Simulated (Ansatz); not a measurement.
# C₂HCl₂F₃: up Jacob's ladder to CCSD(T)

How much do the methods differ for C₂HCl₂F₃? The plan is to run it at one geometry with functionals of several rungs and with coupled cluster, and see how far each lands from CCSD(T) at the basis-set limit for the atomisation energy.

The runs use Ansatz 0.2.0, Gaussian basis; functionals in def2-TZVPP, the program's frozen cores in correlated methods.

The runs, in order: LDA (SPW92), PBE-D4, revPBE-D4, BLYP-D4, r2SCAN-D4, B97M-V, PBE0-D4, B3LYP-D4, r2SCANh-D4, r2SCAN0-D4, HSE06-D4, BHLYP-D4, CAM-B3LYP-D4, LC-ωPBE, ωB97X-V, ωB97M-V, B2PLYP, PBE-QIDH; CCSD(T)/def2-SVP; CCSD(T)/def2-TZVPP; MP2/def2-QZVPP; extrapolation to the limit; RPA on PBE.

**1. The relaxed structure**

An earlier PBE0-D4 in a triple-zeta def2 set relaxation fixed the geometry.

SMILES `FC(F)(F)C(Cl)Cl`, 8 atoms, charge 0, spin multiplicity 1.

Atoms are counted from 1 here; the program's logs count them from 0.

Bond lengths: F1–C2 1.332 Å, C2–F3 1.332 Å, C2–F4 1.325 Å, C2–C5 1.533 Å, C5–Cl6 1.757 Å, C5–Cl7 1.757 Å, C5–H8 1.088 Å. Angles: F1–C2–F3 107.8°, F1–C2–F4 108.6°, F1–C2–C5 109.7°, F3–C2–F4 108.6°, F3–C2–C5 109.7°, F4–C2–C5 112.5°, C2–C5–Cl6 110.2°, C2–C5–Cl7 110.2°, C2–C5–H8 107.9°, Cl6–C5–Cl7 112.2°, Cl6–C5–H8 108.1°, Cl7–C5–H8 108.1°.

As a file:

```xyz
8

F    -0.2190   -1.3348    1.1571
C     0.1798   -0.7651    0.0205
F     1.4917   -0.9664   -0.0966
F    -0.4307   -1.3667   -0.9893
C    -0.1097    0.7395    0.0676
Cl   -1.8269    1.0186    0.3100
Cl    0.4905    1.5176   -1.3883
H     0.4242    1.1571    0.9188
```

**2. LDA**

This LDA is Slater exchange with PW92 correlation.

File in.yaml:

```yaml
crystal:
  periodic: [false, false, false]
  atoms:
    - {symbol: F, position_ang: [-0.219016, -1.334750, 1.157113]}
    - {symbol: C, position_ang: [0.179787, -0.765065, 0.020535]}
    - {symbol: F, position_ang: [1.491717, -0.966376, -0.096562]}
    - {symbol: F, position_ang: [-0.430683, -1.366686, -0.989279]}
    - {symbol: C, position_ang: [-0.109666, 0.739518, 0.067645]}
    - {symbol: Cl, position_ang: [-1.826914, 1.018605, 0.310040]}
    - {symbol: Cl, position_ang: [0.490537, 1.517624, -1.388344]}
    - {symbol: H, position_ang: [0.424229, 1.157119, 0.918844]}
basis:
  gaussian: {orbitals: def2-TZVPP}
hamiltonian: {xc: lda}
output: {orbitals: {seedname: orbitals}}
```

The run is started by

```sh
$ ansatz run in.yaml --threads 4 --pin off --events-out ev --progress --plain --max-ram 10444MiB
```

Further steps of the session: PBE-D4 (GGA); revPBE-D4 (GGA); BLYP-D4 (GGA); r2SCAN-D4 (meta-GGA); B97M-V (meta-GGA); B3LYP-D4 (hybrid); r2SCANh-D4 (hybrid); r2SCAN0-D4 (hybrid); HSE06-D4 (hybrid); BHLYP-D4 (hybrid); CAM-B3LYP-D4 (range-separated); LC-ωPBE (range-separated); ωB97X-V (range-separated); ωB97M-V (range-separated); B2PLYP (double hybrid); PBE-QIDH (double hybrid); CCSD(T) in def2-SVP; CCSD(T) in def2-TZVPP; MP2 in def2-QZVPP; RPA on PBE orbitals.

**Question.** What will the summary of the whole plan be? Wanted: atomisation energy, CCSD(T)/CBS; farthest beyond LDA; mean size of error, GGA; mean size of error, meta-GGA; mean size of error, hybrid; mean size of error, range-separated; mean size of error, double hybrid; gap, smallest and largest; T1 diagnostic.

The runs gave:

| quantity | value |
| --- | --- |
| atomisation energy, CCSD(T)/CBS | 30.575 eV |
| functionals within 0.153 eV (0.5 %) | BLYP-D4, B97M-V, r2SCANh-D4, CAM-B3LYP-D4, PBE-QIDH |
| farthest beyond LDA | BHLYP-D4 (-2.031 eV) |
| mean size of error, GGA | 0.686 eV |
| mean size of error, meta-GGA | 0.260 eV |
| mean size of error, hybrid | 0.667 eV |
| mean size of error, range-separated | 0.170 eV |
| mean size of error, double hybrid | 0.274 eV |
| gap, smallest and largest | 6.21 eV (LDA (SPW92)), 14.25 eV (LC-ωPBE) |
| T1 diagnostic | 0.0110 |
| triples share of the correlation energy | 3.6 % |

In words: LDA overbinds by 7.116 eV (23 %). PBE-D4 is off by +1.668 eV. Double hybrids carry the basis error of their MP2 part in triple zeta, and no dispersion term here, so their miss is partly the set-up's. By mean error the best rung here is range-separated (0.170 eV) and the worst beyond LDA is GGA (0.686 eV). Misses under about 0.153 eV are within the doubt on the reference itself, which lacks core-valence correlation, relativity and higher excitations. Hartree-Fock recovers 66 % of the binding; the rest is correlation. CCSD(T) in def2-SVP is off by -1.756 eV, more than most functionals: a good method in a small basis is no reference. The gap grows from 6.2 to 14.2 eV across the functionals, mostly with the share of exact exchange.
